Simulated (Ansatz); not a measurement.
# CH₂AlFSi: one structure at several levels

One table from this session's results is given with a row withheld; the runs are named, their logs left out.

Method: single points in def2-TZVPP; program: Ansatz 0.2.0, Gaussian basis.

Correlated methods freeze the cores.

## Starting geometry

SMILES `F[Si]#[C][AlH2]`, 6 atoms, charge 0, spin multiplicity 1.

Atoms are counted from 1 here; the program's logs count them from 0.

Bond lengths: F1–Si2 1.289 Å, Si2–C3 1.918 Å, C3–Al4 1.885 Å, Al4–H5 1.428 Å, Al4–H6 1.611 Å. Angles: F1–Si2–C3 164.9°, Si2–C3–Al4 100.8°, C3–Al4–H5 123.3°, C3–Al4–H6 141.5°, H5–Al4–H6 94.3°.

Geometry (Å):

```
F     1.67730   -2.40680    0.41760
Si    0.90380   -1.38990    0.58780
C    -0.21020   -0.01390    1.32480
Al   -0.79120    0.84900   -0.24670
H    -0.21690    0.60730   -1.53140
H    -1.68230    2.09530   -0.74420
```

The first run:

run/in.yaml

```yaml
crystal:
  periodic: [false, false, false]
  atoms:
    - {symbol: F, position_ang: [1.677300, -2.406800, 0.417600]}
    - {symbol: Si, position_ang: [0.903800, -1.389900, 0.587800]}
    - {symbol: C, position_ang: [-0.210200, -0.013900, 1.324800]}
    - {symbol: Al, position_ang: [-0.791200, 0.849000, -0.246700]}
    - {symbol: H, position_ang: [-0.216900, 0.607300, -1.531400]}
    - {symbol: H, position_ang: [-1.682300, 2.095300, -0.744200]}
basis:
  gaussian: {orbitals: def2-TZVPP}
correlation: {method: ccsd_t}
output: {forces: true}
```

No record of the launch command was kept for these runs.

Steps of the session up to this table: CCSD(T)/def2-TZVPP; PBE0-D4/def2-TZVPP; wB97M-V/def2-TZVPP; r2SCAN-D4/def2-TZVPP; PBE-D4/def2-TZVPP; SPW92/def2-TZVPP; wB97X-V/def2-TZVPP.

One table of the session follows, with a row left open; its other results are not shown here.

| method | RMS force component (eV/Å) | angle to CCSD(T) forces (°) | dipole (D) |
| --- | --- | --- | --- |
| CCSD(T) | 9.638 | reference | 4.41 |
| PBE0-D4 | 9.512 | 0.9 | 4.71 |
| wB97M-V | 9.546 | 0.6 | 4.90 |
| r2SCAN-D4 | 9.587 | 0.8 | 4.66 |
| PBE-D4 | ? | ? | ? |
| SPW92 | 9.414 | 1.3 | 4.37 |
| wB97X-V | 9.645 | 1.0 | 4.98 |

Estimate the missing values for PBE-D4.

The run gave: RMS force component (eV/Å): 9.728; angle to CCSD(T) forces (°): 0.7; dipole (D): 4.46. In the column «RMS force component (eV/Å)» it is the highest.
